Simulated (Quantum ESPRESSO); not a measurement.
**TiSn in Quantum ESPRESSO: the effect of target pressure**

Crystal: TiSn.

```
CELL_PARAMETERS angstrom
0.00000 2.80055 2.80055
2.80055 0.00000 2.80055
2.80055 2.80055 0.00000
ATOMIC_POSITIONS crystal
Ti 0.00000 0.00000 0.00000
Sn 0.50000 0.50000 0.50000
```

The cell was built by a generator and needn't be a form met in nature.

Alike in all runs:

- Program: Quantum ESPRESSO 7.5
- Task: phonons
- Functional: LDA
- Potentials or basis: PseudoDojo 0.4.1 SR LDA standard
- Cutoff: 1143 eV
- Density cutoff: 4572 eV
- k mesh: 7 × 7 × 7
- Occupations: cold, width 0.2 eV
- Spin: no spin polarisation

Each run relaxes the cell or the atoms first.

| target pressure | relaxed volume (Å³/atom) | highest phonon frequency (cm⁻¹) |
| --- | --- | --- |
| -3 GPa | 21.04 | 245 |
| 0 GPa | 20.37 | 259 |
| 3 GPa | ? | ? |
| 8 GPa | 19.01 | 289 |
| 15 GPa | 18.12 | 310 |

Problem. What does the run with target pressure 3 GPa give?

Solution. Relaxed volume 19.80 Å³/atom; highest phonon frequency 271 cm⁻¹.

Worked out: In Murnaghan's law V^(-B') rises as a straight line in P. The other rows fit best with B' = 4.1, V0 = 20.37 Å³/atom and B0 = 100 GPa, which gives 19.80 Å³/atom at 3 GPa, against the run's 19.80. A parabola through the other rows of the highest phonon frequency, of slope 3.94 cm⁻¹ per GPa there, gives 271 cm⁻¹, against the run's 271.

Caveats: the mesh is thin for the phonons of a metal; the cell is more than 3 GPa from zero pressure, which shifts response properties (some runs); the volume moved by over 15 % at a fixed basis, so the end points are rough (some runs).
